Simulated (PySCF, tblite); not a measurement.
# C7H10OS: infrared bands and NMR shifts

Aim: predict the infrared bands and NMR shifts of C7H10OS (`CCOCc1cccs1`).

The runs use tblite 0.8.0 and PySCF 2.14.0, with density-fitted response routines of our own; the level of theory stands in each step. All values are computed, except where a source is named. Atoms count from 0, in the outputs and in this text.

## (1) The molecule as given

19 atoms, charge 0, multiplicity 1; geometry from: GFN2-xTB.

Bonds of the start (Å): C0–C1 1.52, C1–O2 1.41, O2–C3 1.40, C3–C4 1.49, C4–C5 1.36, C5–C6 1.42, C6–C7 1.35, C7–S8 1.72, S8–C4 1.73, C0–H9 1.09, C0–H10 1.09, C0–H11 1.09, C1–H12 1.10, C1–H13 1.10, C3–H14 1.11, C3–H15 1.11, C5–H16 1.07, C6–H17 1.08, C7–H18 1.07.

## (2) Infrared spectrum with GFN2-xTB

The job: settings as JSON, then the geometry in Å.

```
{"job": {"kind": "ir", "xc": "GFN2-xTB", "basis": "xTB"}, "charge": 0, "multiplicity": 1}
C     -3.092788     0.989969    -0.605983
C     -2.338260    -0.179871     0.004358
O     -0.957239     0.102688    -0.042079
C     -0.167235    -0.921341     0.500718
C      1.272016    -0.539698     0.408282
C      1.814182     0.594368    -0.103261
C      3.227117     0.614194    -0.024083
C      3.733794    -0.504951     0.545792
S      2.495941    -1.613682     1.002374
H     -2.880290     1.898170    -0.048889
H     -4.161550     0.796093    -0.581481
H     -2.777565     1.134998    -1.635474
H     -2.652544    -0.337498     1.049090
H     -2.549296    -1.106825    -0.553826
H     -0.441399    -1.099780     1.556686
H     -0.340488    -1.868590    -0.042193
H      1.215943     1.382284    -0.520387
H      3.832273     1.429257    -0.378582
H      4.757585    -0.760534     0.732428
```

**Question.** This job is followed by: GIAO PBE0/pcSseg-1 NMR shielding, non-relativistic, gas phase. Predict these results of the whole session: strongest single infrared mode (GFN2-xTB); zero-point energy (GFN2-xTB); 13C shifts against TMS (PBE0/pcSseg-1); 1H shifts against TMS (PBE0/pcSseg-1, means over atoms taken as alike); 17O shifts against H2O (PBE0/pcSseg-1); 33S shifts against CS2 (PBE0/pcSseg-1).

The runs gave:

```
                                                              quantity                                             value
                             strongest single infrared mode (GFN2-xTB)                              1115 cm⁻¹, 95 km/mol
                                          zero-point energy (GFN2-xTB)                                     95.0 kcal/mol
                                13C shifts against TMS (PBE0/pcSseg-1)  151.6, 131.4, 130.8, 127.4, 73.8, 71.4, 18.0 ppm
1H shifts against TMS (PBE0/pcSseg-1, means over atoms taken as alike)            7.29, 7.10, 7.08, 4.95, 3.75, 1.42 ppm
                                17O shifts against H2O (PBE0/pcSseg-1)                                          48.8 ppm
                                33S shifts against CS2 (PBE0/pcSseg-1)                                           209 ppm
```

No mode is imaginary among the 51: a minimum at this level. The strongest single mode, at 1115 cm⁻¹, is spread over several atoms, O2, C1, C3 among them. Unscaled tight-binding wavenumbers are off by several per cent, some by more. Its intensities can rank the bands wrongly. At PBE0/pcSseg-1: The widest tensor belongs to S8: span 247 ppm, with a paramagnetic part of -762 ppm. NICS(1)zz of -25 ppm above the planar ring from C4 marks a diatropic (aromatic) ring current.
